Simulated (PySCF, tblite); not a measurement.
# C3H7BBrN: geometry, infrared bands and NMR shifts

What infrared bands and NMR shifts should C3H7BBrN (`[BH3-][N+]#CCCBr`) show?

The runs use tblite 0.8.0 and PySCF 2.14.0, with density-fitted response routines of our own; the level of theory stands in each step. All values are computed, except where a source is named. Atoms are numbered from 0 throughout.

### 1 The molecule as given

13 atoms, charge 0, multiplicity 1; geometry from: force field or distance geometry start.

Bonds of the start (Å): B0–N1 1.50, N1–C2 1.15, C2–C3 1.47, C3–C4 1.52, C4–Br5 1.94, B0–H6 1.20, B0–H7 1.18, B0–H8 1.19, C3–H9 1.10, C3–H10 1.12, C4–H11 1.11, C4–H12 1.11.

### 2 Optimising the geometry with GFN2-xTB

The job: settings as JSON, then the geometry in Å.

```
{"job": {"kind": "relax", "xc": "GFN2-xTB", "basis": "xTB"}, "charge": 0, "multiplicity": 1}
B      2.740800     0.533400     0.221600
N      1.335600     0.032900     0.106600
C      0.265100    -0.370200     0.037100
C     -1.119600    -0.858800    -0.079200
C     -2.115800     0.260800     0.179700
Br    -3.931600    -0.409500     0.029300
H      2.738800     1.718900     0.053200
H      3.415600     0.020200    -0.603400
H      3.170300     0.281600     1.304400
H     -1.275100    -1.291900    -1.081100
H     -1.270900    -1.670400     0.680900
H     -1.976600     0.685300     1.190700
H     -1.981000     1.068300    -0.571900
```

Command:

```
OMP_NUM_THREADS=1 python probes_run.py task.json out
```

One launch serves the whole session: the jobs run in the order shown.

Standard output:

```text
step      E/eV     max force
  0    -495.15812    1.629
  1    -495.13706    4.055
  2    -495.21072    0.410
  3    -495.22256    0.372
  4    -495.24512    0.684
  5    -495.25471    0.342
  6    -495.26248    0.219
  7    -495.26713    0.284
  8    -495.26988    0.231
  9    -495.27148    0.112
 10    -495.27270    0.106
 11    -495.27337    0.069
 12    -495.27369    0.044
 13    -495.27386    0.026
 14    -495.27397    0.028
 15    -495.27402    0.021
 16    -495.27407    0.022
 17    -495.27412    0.024
 18    -495.27417    0.029
 19    -495.27422    0.026
 20    -495.27426    0.023
 21    -495.27432    0.024
 22    -495.27440    0.028
 23    -495.27449    0.033
 24    -495.27457    0.022
 25    -495.27460    0.016
 26    -495.27463    0.016
 27    -495.27467    0.022
 28    -495.27471    0.025
 29    -495.27475    0.016
 30    -495.27479    0.015
 31    -495.27483    0.020
 32    -495.27487    0.023
 33    -495.27492    0.019
 34    -495.27495    0.015
 35    -495.27498    0.013
 36    -495.27501    0.017
 37    -495.27505    0.021
 38    -495.27510    0.016
 39    -495.27515    0.016
 40    -495.27519    0.017
 41    -495.27524    0.021
 42    -495.27529    0.024
 43    -495.27535    0.022
 44    -495.27539    0.017
 45    -495.27541    0.014
 46    -495.27542    0.009
```

Run time: 0.16 s. Hardware: 1 thread of Intel Xeon 6975P-C, shared host.

Along the way: (not every step is listed) (the energy doesn't fall at every step)

```csv
step,energy from step 0 (eV),largest force (eV/Å)
0,0.0000,1.6287
1,0.0211,4.0554
2,-0.0526,0.4104
3,-0.0644,0.3723
4,-0.0870,0.6844
5,-0.0966,0.3415
6,-0.1044,0.2192
7,-0.1090,0.2836
8,-0.1118,0.2307
11,-0.1153,0.0693
14,-0.1159,0.0280
17,-0.1160,0.0236
20,-0.1161,0.0234
23,-0.1164,0.0329
26,-0.1165,0.0158
29,-0.1166,0.0155
32,-0.1168,0.0228
35,-0.1169,0.0135
38,-0.1170,0.0156
41,-0.1171,0.0208
42,-0.1172,0.0244
43,-0.1172,0.0220
44,-0.1173,0.0165
45,-0.1173,0.0145
46,-0.1173,0.0087
```

Distances of close pairs at the start and the end, largest changes first:

```csv
bond,before (Å),after (Å),change (Å)
B0–N1,1.496,1.457,-0.039
C2–C3,1.473,1.439,-0.034
C3–H10,1.122,1.095,-0.027
C4–H12,1.111,1.089,-0.022
C4–H11,1.105,1.089,-0.016
C4–Br5,1.941,1.954,+0.013
B0–H7,1.183,1.191,+0.008
C3–C4,1.521,1.528,+0.008
```

The end geometry stands in the next job.

### 3 Infrared spectrum with GFN2-xTB

The job: settings as JSON, then the geometry in Å.

```
{"job": {"kind": "ir", "xc": "GFN2-xTB", "basis": "xTB"}, "charge": 0, "multiplicity": 1}
B      2.703503     0.544525     0.226270
N      1.349864     0.015809     0.117359
C      0.281584    -0.405213     0.028681
C     -1.075181    -0.874269    -0.073617
C     -2.045451     0.279518     0.178323
Br    -3.889553    -0.352751     0.045929
H      2.593816     1.718109     0.045622
H      3.333005     0.004710    -0.628574
H      3.074186     0.273408     1.325159
H     -1.238067    -1.292966    -1.072633
H     -1.238663    -1.671578     0.659450
H     -1.924628     0.692272     1.179248
H     -1.928803     1.068911    -0.563313
```

Standard output:

```text
mode    cm-1     km/mol
  1     -20.4      0.20
  2      56.6     15.98
  3      71.4     11.97
  4     168.8      0.11
  5     204.5      4.61
  6     217.5      1.81
  7     329.0      0.03
  8     410.5      7.64
  9     622.3      7.24
 10     738.8     44.95
 11     765.0      6.41
 12     843.2      6.69
 13     846.1      7.04
 14     964.6      0.88
 15    1030.4     17.64
 16    1081.7    208.99
 17    1096.7     21.72
 18    1102.9      0.47
 19    1163.9      6.86
 20    1167.0      6.50
 21    1217.1     12.96
 22    1222.8      0.52
 23    1294.6     63.34
 24    1423.9      7.24
 25    1436.3      0.42
 26    2361.1    177.73
 27    2422.9    168.73
 28    2436.5    166.79
 29    2449.2    263.65
 30    2938.7      0.84
 31    2953.9     12.54
 32    3002.8      4.52
 33    3002.9      2.95
```

Run time: 0.23 s. Hardware: 1 thread of Intel Xeon 6975P-C, shared host.

The strongest bands and the atoms that carry them (share of the mass-weighted mode):

```csv
cm⁻¹,km/mol,atoms
739,45.0,"B0 40 %, C3 27 %"
1082,209.0,"C3 25 %, N1 25 %, C2 13 %, H9 12 %"
1097,21.7,"H6 27 %, H7 26 %, H8 24 %, B0 22 %"
1295,63.3,"C3 27 %, H10 24 %, H9 24 %"
2361,177.7,"C2 57 %, N1 39 %"
2423,168.7,H6 81 %
2436,166.8,"H7 48 %, H8 43 %"
2449,263.6,"H8 46 %, H7 38 %, H6 11 %"
```

### 4 NMR shieldings: PBE0/pcSseg-1

Same as in step 3 but for these lines:

```diff
@@ -1,2 +1,2 @@
-{"job": {"kind": "ir", "xc": "GFN2-xTB", "basis": "xTB"}, "charge": 0, "multiplicity": 1}
+{"job": {"kind": "nmr", "xc": "PBE0", "basis": "pcSseg-1"}, "charge": 0, "multiplicity": 1}
 B      2.703503     0.544525     0.226270
```

Method: GIAO PBE0/pcSseg-1 NMR shielding, non-relativistic, gas phase.

Standard output:

```text
coarse grid: 50480 points
cycle   1  E = -2771.3255735173  dE = -5.018e-01  |g| = 8.201e-01  |ddm| = 3.231e+00
cycle   2  E = -2771.1285212910  dE =  1.971e-01  |g| = 1.084e+00  |ddm| = 1.276e+00
cycle   3  E = -2771.3669391373  dE = -2.384e-01  |g| = 4.528e-01  |ddm| = 1.022e+00
cycle   4  E = -2771.4089784299  dE = -4.204e-02  |g| = 8.535e-02  |ddm| = 2.624e-01
cycle   5  E = -2771.4102787897  dE = -1.300e-03  |g| = 2.237e-02  |ddm| = 6.545e-02
cycle   6  E = -2771.4104053682  dE = -1.266e-04  |g| = 5.777e-03  |ddm| = 2.170e-02
cycle   7  E = -2771.4104109139  dE = -5.546e-06  |g| = 1.786e-03  |ddm| = 7.217e-03
final grid: 106504 points
cycle   8  E = -2771.4104201401  dE =  1.256e-06  |g| = 2.990e-03  |ddm| = 4.786e-03
cycle   9  E = -2771.4104148995  dE =  5.241e-06  |g| = 5.646e-03  |ddm| = 6.953e-03
cycle  10  E = -2771.4104220265  dE = -7.127e-06  |g| = 9.467e-04  |ddm| = 4.263e-03
cycle  11  E = -2771.4104222103  dE = -1.838e-07  |g| = 5.677e-05  |ddm| = 5.899e-04
cycle  12  E = -2771.4104222109  dE = -6.485e-10  |g| = 1.108e-05  |ddm| = 5.431e-05
converged SCF energy = -2771.4104222109

GIAO shielding tensors (ppm)
atom      isotropic    diamagn.    paramagn.     s11        s22        s33       span
  0 B      144.273     193.822     -49.549    132.379    132.626    167.814     35.436
  1 N       26.833     329.946    -303.113   -123.419   -118.945    322.863    446.282
  2 C       74.481     269.507    -195.026    -17.052    -15.543    256.038    273.091
  3 C      163.381     248.132     -84.750    141.692    160.186    188.266     46.574
  4 C      147.611     243.630     -96.018    120.213    146.523    176.097     55.884
  5 Br    2227.670    3119.323    -891.652   1703.993   1968.352   3010.666   1306.673
  6 H       29.829      30.505      -0.676     26.396     29.075     34.015      7.619
  7 H       29.849      29.782       0.067     26.506     28.883     34.159      7.652
  8 H       29.883      29.926      -0.043     26.533     28.965     34.150      7.617
  9 H       28.736      28.071       0.666     23.041     29.891     33.278     10.237
 10 H       28.745      27.795       0.950     23.024     29.924     33.287     10.264
 11 H       28.055      28.009       0.045     21.027     28.114     35.024     13.997
 12 H       28.048      28.155      -0.108     21.022     28.111     35.010     13.988
```

It took 13 s on 1 thread of Intel Xeon 6975P-C, shared host; peak memory 0.8 GiB.

The references, computed at this level on geometries of the same kind, shield at (ppm): 1H TMS 31.72, 13C TMS 186.9, 15N NH3 267.7, 11B BF3·OEt2 100.1, 79Br HBr 2622. Their shielding less the atom's gives the shift. The references are single molecules in the gas phase, so shifts against H2O, NH3, PH3, H3PO4 or CFCl3 are not on the usual liquid scales and can be off by tens of ppm. Atoms listed in one row are averaged.

```csv
atoms,environment,σ (ppm),δ (ppm),δ scaled to CDCl3
C2,nitrilium-type carbon,74.5,112.4,107.8
C4,sp3 CH2 bonded to Br,147.6,39.3,21.6
C3,sp3 CH2 α to a nitrile,163.4,23.5,21.1
"H11, H12",hydrogen on an sp3 CH2 bonded to Br,28.05,3.67,3.56
"H9, H10",hydrogen on an sp3 CH2 α to a nitrile,28.74,2.98,2.91
"H6, H7, H8",hydrogen on a boron bonded to N,29.85,1.86,–
B0,"boron bonded to N, 3 H",144.3,-44.2,–
N1,donor nitrogen of a Lewis adduct,26.8,240.9,–
Br5,bromine bonded to C,2228,394,–
```

The scaled column applies a straight-line fit of computed shieldings to shifts measured in CDCl3, with any fitted terms for Cl, Br or S neighbours (root-mean-square error 0.16 ppm for H, 1.9 ppm for C).

The run also stored atomic charges by several schemes (e):

```csv
atoms,Mulliken,IAO,Hirshfeld,ESP fit
B0,-0.11,-0.42,-0.10,-0.18
N1,-0.25,0.05,0.01,-0.05
C2,0.24,0.19,0.16,0.24
C3,-0.15,-0.29,-0.04,0.06
C4,-0.21,-0.28,-0.03,-0.44
Br5,-0.14,-0.05,-0.03,-0.07
```

Mayer bond orders: B0–N1 0.79, N1–C2 2.56, C2–C3 1.02, C3–C4 0.99, C4–Br5 1.03.

### 5 Summary of results

```
                                                              quantity                  value
                             strongest single infrared mode (GFN2-xTB)  2449 cm⁻¹, 264 km/mol
                                          zero-point energy (GFN2-xTB)          58.7 kcal/mol
                                13C shifts against TMS (PBE0/pcSseg-1)  112.4, 39.3, 23.5 ppm
1H shifts against TMS (PBE0/pcSseg-1, means over atoms taken as alike)   3.67, 2.98, 1.86 ppm
                           11B shifts against BF3·OEt2 (PBE0/pcSseg-1)              -44.2 ppm
                                15N shifts against NH3 (PBE0/pcSseg-1)              240.9 ppm
                               79Br shifts against HBr (PBE0/pcSseg-1)                394 ppm
```

In words: Over 46 steps the energy fell by 0.117 eV; of the close pairs, B0–N1 changed most, 1.496 to 1.457 Å. The lowest mode is imaginary (20i cm⁻¹), so the xTB geometry is not a minimum. The strongest single mode, at 2449 cm⁻¹, moves mainly H8 and H7. Unscaled tight-binding wavenumbers are off by several per cent, some by more. Its intensities can rank the bands wrongly. C4 stands next to heavy halogen, whose spin-orbit shielding this run leaves out, so the computed shift lies too far downfield, most of all for carbon beside Br or I. The most deshielded hydrogen is H11, H12 (mean) (hydrogen on an sp3 CH2 bonded to Br), at 3.67 ppm: its carbon carries Br, an electronegative neighbour. At PBE0/pcSseg-1: The widest tensor belongs to Br5: span 1307 ppm, with a paramagnetic part of -892 ppm. Spin-orbit coupling is left out, which matters for shieldings and couplings at and beside the heavy atoms.
